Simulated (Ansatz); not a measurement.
# CH3BF2GeO: one species, many methods

The task here is to estimate one member of a computed series from the others.

Program: Ansatz 0.2.0, Gaussian basis. Level of theory: functionals in def2-TZVPP, the program's frozen cores in correlated methods. These are calculated values, not measurements.

The runs, in order: LDA (SPW92), PBE-D4, revPBE-D4, BLYP-D4, r2SCAN-D4, B97M-V, PBE0-D4, B3LYP-D4, r2SCANh-D4, r2SCAN0-D4, HSE06-D4, BHLYP-D4, CAM-B3LYP-D4, LC-ωPBE, ωB97X-V, ωB97M-V, B2PLYP, PBE-QIDH; CCSD(T)/def2-SVP; CCSD(T)/def2-TZVPP; MP2/def2-QZVPP; extrapolation to the limit; RPA on PBE.

## Structure used throughout

An earlier PBE0-D4 in a triple-zeta def2 set relaxation fixed the geometry.

SMILES `FB(F)[CH]1[O][GeH2]1`, 9 atoms, charge 0, spin multiplicity 1.

Atoms are counted from 1 here; the program's logs count them from 0.

Bond lengths: F1–B2 1.324 Å, B2–F3 1.321 Å, B2–C4 1.540 Å, C4–O5 1.438 Å, C4–Ge6 1.924 Å, C4–H7 1.091 Å, O5–Ge6 1.810 Å, Ge6–H8 1.523 Å, Ge6–H9 1.522 Å. Angles: F1–B2–F3 117.2°, F1–B2–C4 120.6°, F3–B2–C4 122.1°, B2–C4–O5 119.6°, B2–C4–Ge6 115.7°, B2–C4–H7 117.9°, O5–C4–Ge6 63.2°, O5–C4–H7 114.5°, Ge6–C4–H7 114.2°, C4–O5–Ge6 71.6°, C4–Ge6–O5 45.2°, C4–Ge6–H8 119.3°, C4–Ge6–H9 121.1°, O5–Ge6–H8 113.5°, O5–Ge6–H9 113.4°, H8–Ge6–H9 119.1°.

The first run:

File in.yaml:

```yaml
crystal:
  periodic: [false, false, false]
  atoms:
    - {symbol: F, position_ang: [-0.472529, 0.288589, 2.530310]}
    - {symbol: B, position_ang: [0.294626, 0.354845, 1.452971]}
    - {symbol: F, position_ang: [1.166597, 1.345539, 1.392179]}
    - {symbol: C, position_ang: [0.117715, -0.651940, 0.300708]}
    - {symbol: O, position_ang: [1.095663, -0.704576, -0.751718]}
    - {symbol: Ge, position_ang: [-0.391989, 0.101501, -1.394154]}
    - {symbol: H, position_ang: [-0.357109, -1.608351, 0.526245]}
    - {symbol: H, position_ang: [-1.166938, -0.754888, -2.387671]}
    - {symbol: H, position_ang: [-0.197534, 1.582980, -1.685969]}
basis:
  gaussian: {orbitals: def2-TZVPP}
hamiltonian: {xc: lda}
output: {orbitals: {seedname: orbitals}}
```

The run is started by

```sh
ansatz run in.yaml --threads 4 --pin off --events-out ev --progress --plain --max-ram 10444MiB
```

Among the steps run: LDA; PBE-D4 (GGA); revPBE-D4 (GGA); BLYP-D4 (GGA); r2SCAN-D4 (meta-GGA); B97M-V (meta-GGA); PBE0-D4 (hybrid); B3LYP-D4 (hybrid); r2SCANh-D4 (hybrid); r2SCAN0-D4 (hybrid); HSE06-D4 (hybrid); BHLYP-D4 (hybrid); CAM-B3LYP-D4 (range-separated); LC-ωPBE (range-separated); ωB97X-V (range-separated); ωB97M-V (range-separated); B2PLYP (double hybrid); PBE-QIDH (double hybrid).

One table of the session follows, with a row left open; its other results are not shown here.

It belongs to the step «Orbital energies across the functionals». 

| functional | HOMO (eV) | gap (eV) |
| --- | --- | --- |
| LDA (SPW92) | -6.58 | 4.23 |
| PBE-D4 | -6.39 | 4.29 |
| revPBE-D4 | -6.31 | 4.31 |
| BLYP-D4 | -6.26 | 4.24 |
| r2SCAN-D4 | -6.65 | 4.73 |
| B97M-V | -6.67 | 4.74 |
| PBE0-D4 | -7.60 | 6.31 |
| B3LYP-D4 | -7.39 | 5.85 |
| r2SCANh-D4 | -7.10 | 5.48 |
| r2SCAN0-D4 | -7.76 | 6.58 |
| HSE06-D4 | -7.20 | 5.54 |
| BHLYP-D4 | -8.63 | 8.19 |
| CAM-B3LYP-D4 | -8.89 | 8.58 |
| LC-ωPBE | ? | ? |
| ωB97X-V | -9.82 | 10.58 |
| ωB97M-V | -9.72 | 10.32 |

Estimate the missing values for LC-ωPBE.

The run gave: HOMO (eV): -10.15; gap (eV): 11.02. In the column «HOMO (eV)» it is the lowest.
